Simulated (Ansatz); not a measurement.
Below is the output of a Python script on the Ansatz DFT code, driven from Python that makes a single point from an input typed as a dict of Mn3SbN, space group Pm-3m. Write a script that gives it. Use: PBEsol, PAW, cutoff 435 eV, 6×6×6 k-points, Fermi-Dirac smearing of 0.1 eV, collinear spin.

```
Mn Sb N
1.0
     3.91271    0.00000    0.00000
     0.00000    3.91271    0.00000
     0.00000    0.00000    3.91271
Mn Sb N
3 1 1
Direct
  0.00000 0.50000 0.00000
  0.50000 0.00000 0.00000
  0.00000 0.00000 0.50000
  0.50000 0.50000 0.50000
  0.00000 0.00000 0.00000
```

Running `python mn3sbn_deck.py` prints:
```text
RunWarning: the starting moments were not kept: 1 of 3 ended reversed and 2 kept their direction, counting a site from 0.1 of the cell's largest site moment. The largest reversed, site 1 (counted [...]
RunWarning: the input gives the sites of d and f metals, alone or with those of other elements on which it types a tenth of its largest moment or more, starting moments of one sign, by atom or by [...]
Mn3SbN: -18393.872168 eV = -1351.924681 Ry = -675.962340 Ha
Fermi level 18.2301 eV, 40 k-points, 16 symmetry operations
  atom   fx   fy   fz
0   Mn  0.0  0.0  0.0
1   Mn  0.0  0.0  0.0
2   Mn -0.0  0.0  0.0
3   Sb  0.0  0.0  0.0
4    N -0.0  0.0  0.0
site moments (muB): [1.92, -2.0, 1.92, -0.02, -0.02]
electrons up, down: [33.526, 31.474]
```
(Warnings from the package without file and line, shortened.)

The script that was run (others could print the same):

Script `mn3sbn_deck.py`:
```python
"""Single point of Mn3SbN through the engine session."""

import ansatz
import pandas as pd


def main() -> None:
    config = {
        "crystal": {
            "lattice": [[3.912712, 0.0, 0.0], [0.0, 3.912712, 0.0], [0.0, 0.0, 3.912712]],
            "atoms": [
                {"symbol": "Mn", "position": [0.0, 0.5, 0.0], "spin": 4.0},
                {"symbol": "Mn", "position": [0.5, 0.0, 0.0], "spin": 4.0},
                {"symbol": "Mn", "position": [0.0, 0.0, 0.5], "spin": 4.0},
                {"symbol": "Sb", "position": [0.5, 0.5, 0.5]},
                {"symbol": "N", "position": [0.0, 0.0, 0.0]},
            ],
        },
        "magnetization": {"spin_polarized": True},
        "kpoints": {"mp_grid": {"grid": [6, 6, 6]}},
        "hamiltonian": {"xc": "pbesol"},
        "scf": {"occupations": {"method": "fermi_dirac", "width": 0.1}},
        "basis": {"ecutwfc": "16 Ha"},
        "output": {"forces": True},
    }

    result = ansatz.Session.from_dict(config).plan(threads=1).execute()
    rep = result.report

    energy = rep["free_energy_ev"]
    print("Mn3SbN: {:.6f} eV = {:.6f} Ry = {:.6f} Ha".format(energy, energy / 13.605693, energy / 27.211386))
    print("Fermi level {:.4f} eV, {} k-points, {} symmetry operations".format(rep["fermi_energy_ev"], rep["n_kpoints"], rep["n_symmetry_ops"]))

    # forces, one row an atom
    table = pd.DataFrame(rep["forces_ev_ang"], columns=["fx", "fy", "fz"])
    table.insert(0, "atom", [site["symbol"] for site in rep["lattice"]["sites"]])
    print(table.round(4).to_string())

    print("site moments (muB):", [round(m, 2) for m in rep["site_moments_mub"]])
    print("electrons up, down:", [round(n, 3) for n in rep["spin_occupation_sums"]])


if __name__ == "__main__":
    main()
```

Notes:
- Total energies depend on the potentials; only differences at equal settings carry meaning. A total without «per atom» is that of the cell as typed.
- The SCF didn't keep the moments it started from (some shrank, vanished or turned); what is printed is the state reached.
- The mesh is modest for a metal, so energies can be off by several to tens of meV an atom and pressures by half a GPa or more; differences at equal mesh fare better.
- An absolute Fermi energy rests on an arbitrary zero of the periodic potential and has no direct meaning.
- The structure comes from a database of computed cells and needn't be a stable or known phase.
- It ran for 87 s on 1 thread of Intel(R) Xeon(R) Platinum 8375C CPU @ 2.90GHz (Ice Lake) (shared host), peak memory 1 GiB.

(Lines on the test bed's own set-up are left out of the output.)
